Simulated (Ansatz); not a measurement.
# CuS: the cost of one run

Computed with Ansatz 0.2.0, driven from Python. Level of theory: DFT PBEsol, plane waves, PAW.

### 1 The structure

Symmetry: F-43m, No. 216, cubic system. Conventional cell: a = 5.160 Å, b = 5.160 Å, c = 5.160 Å, α = 90.00°, β = 90.00°, γ = 90.00°. Cu (site symmetry -43m) is surrounded by 4 S at 2.23 Å. Around S (site symmetry -43m) lie 4 Cu at 2.23 Å.

The script reads cus.extxyz:

```xyz
2
Lattice="0.0 2.58003011 2.58003011 2.58003011 0.0 2.58003011 2.58003011 2.58003011 0.0" Properties=species:S:1:pos:R:3 pbc="T T T"
Cu    1.29001506    1.29001506    1.29001506
S     0.00000000    0.00000000    0.00000000
```

### 2 The code

ecut.py reads:

```python
# -*- coding: utf-8 -*-
"""Convergence of CuS with the plane-wave cutoff."""

import warnings

import ansatz
import pandas as pd

XC = "pbesol"
MESH = (5, 5, 5)
OCCUPATIONS = "gaussian"
SMEARING_WIDTH = 0.05

warnings.simplefilter("ignore", ansatz.DeckWarning)

cell = ansatz.Crystal.from_extxyz("cus.extxyz")

calculation = (
    cell.calculation()
    .functional(XC)
    .kpoints(*MESH, shift=0.5)
    .occupations(OCCUPATIONS, width=SMEARING_WIDTH)  # fractional filling near the Fermi level
    .eigensolver("auto", full_accuracy=True)
)

rows = []
for value in [250, 350, 450, 550, 650]:
    rep = calculation.basis(value).run(threads=1).report
    rows.append((value, rep["free_energy_ev"] / len(rep["lattice"]["sites"]), rep["n_iterations"], rep["n_pw"]))

table = pd.DataFrame(rows, columns=["cutoff (eV)", "F/atom (eV)", "iterations", "plane waves"])
print(table.round(5).to_string(index=False))

# differences from the last row
for row in rows[:-1]:
    shift = 1000 * (row[1] - rows[-1][1])
    print(f"{row[0]}: {shift:+.2f} meV/atom" + ("  (within 2 meV)" if abs(shift) < 2 else ""))
```

### 3 Running it

Run with:

```console
> python ecut.py
```

**Question.** How long does this script take on 1 thread of Arm Neoverse V2, shared host, and how much memory does it need?

About 10 s, with a peak of 0.41 GiB.
